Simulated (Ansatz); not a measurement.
Crystal: NiMoIrPdW.

```
Ni Mo Pd Ir W
1.0
     2.76078    0.00000    0.00000
    -1.38039    2.39090    0.00000
     0.00000    0.00000   11.34051
Ni Mo Pd Ir W
1 1 1 1 1
Direct
  0.00000 0.00000 0.70917
  0.66667 0.33333 0.29425
  0.66667 0.33333 0.89901
  0.00000 0.00000 0.10604
  0.66667 0.33333 0.52921
```

The cell was built by a generator and needn't be a form met in nature.

* Program: Ansatz 0.2.0
* Task: relaxation of cell and atoms
* Functional: r2SCAN
* Dispersion: rVV10
* Potentials or basis: Ansatz PAW
* Cutoff: 500 eV (not typed: the program's choice for these potentials)
* k mesh: 8 × 8 × 2
* Occupations: fermi-dirac, width 0.05 eV
* Spin: collinear spin, ferromagnetic start
* Starting moments: [1.0, 1.0, 0.0, 0.6, 0.0] μB

At the start: volume 14.97 Å³/atom.

Question: Where does the relaxation end?

Answer: It ends after 7 steps and the volume is 14.49 Å³/atom (-3.2 %); space group P3m1 (No. 156, to 0.05 Å); moment 0.00 μB per cell.

The path:
```csv
step,energy change (eV),largest force (eV/Å),volume (Å³)
1,0.0000,0.2751,74.86
2,-0.0638,0.0604,72.71
3,-0.0646,0.1828,72.34
4,-0.0656,0.0108,72.43
5,-0.0657,0.0068,72.44
6,-0.0657,0.0019,72.45
7,-0.0635,0.0019,72.45
```

Final structure:
```
CELL_PARAMETERS angstrom
2.73620 0.00000 0.00000
-1.36810 2.36962 0.00000
0.00000 0.00000 11.17374
ATOMIC_POSITIONS crystal
Ni 0.00000 0.00000 0.71072
Mo 0.66667 0.33333 0.29548
Pd 0.66667 0.33333 0.89765
Ir 0.00000 0.00000 0.10348
W 0.66667 0.33333 0.53034
```

Caveat: the magnetic or orbital state may not be the lowest; the plane-wave basis is chosen anew once the cell has moved, so the energies of steps on either side of that aren't comparable; the PAW data sets come from PBE, with cores solved anew for the run's functional, which leaves a small shift of forces and pressure; the starting moments weren't kept.
